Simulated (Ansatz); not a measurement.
Input of an Ansatz 0.2.0 run:

input.yaml

```yaml
crystal:
  lattice:
    - [4.689, 0.0, 0.0]
    - [0.0, 4.689, 0.0]
    - [0.0, 0.0, 4.689]
  atoms:
    - { symbol: Ge, position: [0.158, 0.342, 0.658] }
    - { symbol: Ge, position: [0.342, 0.658, 0.158] }
    - { symbol: Ge, position: [0.658, 0.158, 0.342] }
    - { symbol: Ge, position: [0.842, 0.842, 0.842] }
    - { symbol: Fe, position: [0.865, 0.635, 0.365], spin: 2.25 }
    - { symbol: Fe, position: [0.635, 0.365, 0.865], spin: 2.25 }
    - { symbol: Fe, position: [0.365, 0.865, 0.635], spin: 2.25 }
    - { symbol: Fe, position: [0.135, 0.135, 0.135], spin: 2.25 }
hamiltonian:
  xc: pbesol
  pseudopotentials: { kind: paw }
magnetization:
  spin_polarized: true
  initial_magnetization: 9.0
  spin_locking: { lock_magnetization: hard }
kpoints:
  mp_grid: { grid: [5, 5, 5] }
scf:
  occupations: { method: fermi_dirac, width: 0.05 }
  lower_state_search: "off"
output:
  forces: true
  stress: true
  eigenvalues: true
```

Potentials or basis: Ansatz PAW.

Launch:

```sh
$ ansatz run input.yaml --threads 4 --pin off --max-ram 11264MiB --backend cpu --events-out ev --progress --plain --runs-dir out
```

(1) Estimate the pressure.

(2) What does it give for the largest force?

Answers

(1) 3.3 GPa.

(2) 0.289 eV/Å.

Caveat: the total moment is fixed, so each spin has its own Fermi level; the PAW data sets come from PBE, with cores solved anew for the run's functional, which leaves a small shift of forces and pressure; the thresholds are loose for stress.
